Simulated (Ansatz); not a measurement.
# CH7GaO: how energies converge with the basis set

One table from this session's results is given with a row withheld; the runs are named, their logs left out.

Program: Ansatz 0.2.0, Gaussian basis. Level of theory: one geometry, several basis sets. These are calculated values, not measurements.

Plan: PBE0-D4/def2-SVP; ωB97M-V/def2-SVP; PBE0-D4/def2-QZVPP; ωB97M-V/def2-QZVPP; the functionals' def2-TZVPP values are taken from earlier runs.

**The relaxed structure**

The geometry comes from an earlier relaxation with PBE0-D4 in a triple-zeta def2 set; it is a stationary point, not always the lowest conformer.

SMILES `C[OH+][GaH3-]`, 10 atoms, charge 0, spin multiplicity 1.

Atoms are counted from 1 here; the program's logs count them from 0.

Bond lengths: C1–O2 1.428 Å, C1–H4 1.091 Å, C1–H5 1.092 Å, C1–H6 1.088 Å, O2–Ga3 2.150 Å, O2–H7 0.962 Å, Ga3–H8 1.583 Å, Ga3–H9 1.574 Å, Ga3–H10 1.577 Å. Angles: O2–C1–H4 110.1°, O2–C1–H5 111.0°, O2–C1–H6 106.4°, H4–C1–H5 110.6°, H4–C1–H6 109.4°, H5–C1–H6 109.2°, C1–O2–Ga3 116.7°, C1–O2–H7 110.0°, Ga3–O2–H7 109.2°, O2–Ga3–H8 96.4°, O2–Ga3–H9 97.4°, O2–Ga3–H10 95.3°, H8–Ga3–H9 118.0°, H8–Ga3–H10 118.1°, H9–Ga3–H10 120.3°.

The first run:

in.yaml reads:

```yaml
crystal:
  periodic: [false, false, false]
  atoms:
    - {symbol: C, position_ang: [-1.054989, 0.642915, -0.678028]}
    - {symbol: O, position_ang: [0.339098, 0.334837, -0.651190]}
    - {symbol: Ga, position_ang: [1.067912, -0.694324, 1.089580]}
    - {symbol: H, position_ang: [-1.293601, 1.225450, -1.569616]}
    - {symbol: H, position_ang: [-1.658395, -0.266944, -0.641492]}
    - {symbol: H, position_ang: [-1.254105, 1.241351, 0.208902]}
    - {symbol: H, position_ang: [0.581066, -0.164150, -1.437226]}
    - {symbol: H, position_ang: [-0.032921, -1.832287, 1.095769]}
    - {symbol: H, position_ang: [0.908018, 0.494142, 2.109794]}
    - {symbol: H, position_ang: [2.481116, -1.032091, 0.476508]}
basis:
  gaussian: {orbitals: def2-SVP}
hamiltonian: {xc: pbe0, dispersion: d4}
output: {orbitals: {seedname: orbitals}}
```

Steps of the session up to this table: PBE0-D4 in def2-SVP; ωB97M-V in def2-SVP; PBE0-D4 in def2-QZVPP; ωB97M-V in def2-QZVPP.

One table of the session follows, with a row left open; its other results are not shown here.

It belongs to the step «Functionals by basis». 

| functional | basis | HOMO (eV) | LUMO (eV) |
| --- | --- | --- | --- |
| PBE0-D4 | def2-SVP | -7.56 | 0.04 |
| PBE0-D4 | def2-TZVPP | -7.64 | -0.29 |
| PBE0-D4 | def2-QZVPP | -7.65 | -0.50 |
| ωB97M-V | def2-SVP | -9.76 | 1.75 |
| ωB97M-V | def2-TZVPP | ? | ? |
| ωB97M-V | def2-QZVPP | -9.90 | 0.84 |

**Question.** Estimate the row for ωB97M-V, def2-TZVPP.

The run gave: HOMO (eV): -9.89; LUMO (eV): 1.29. In the column «HOMO (eV)» it lies between ωB97M-V, def2-QZVPP (-9.90) and ωB97M-V, def2-SVP (-9.76).
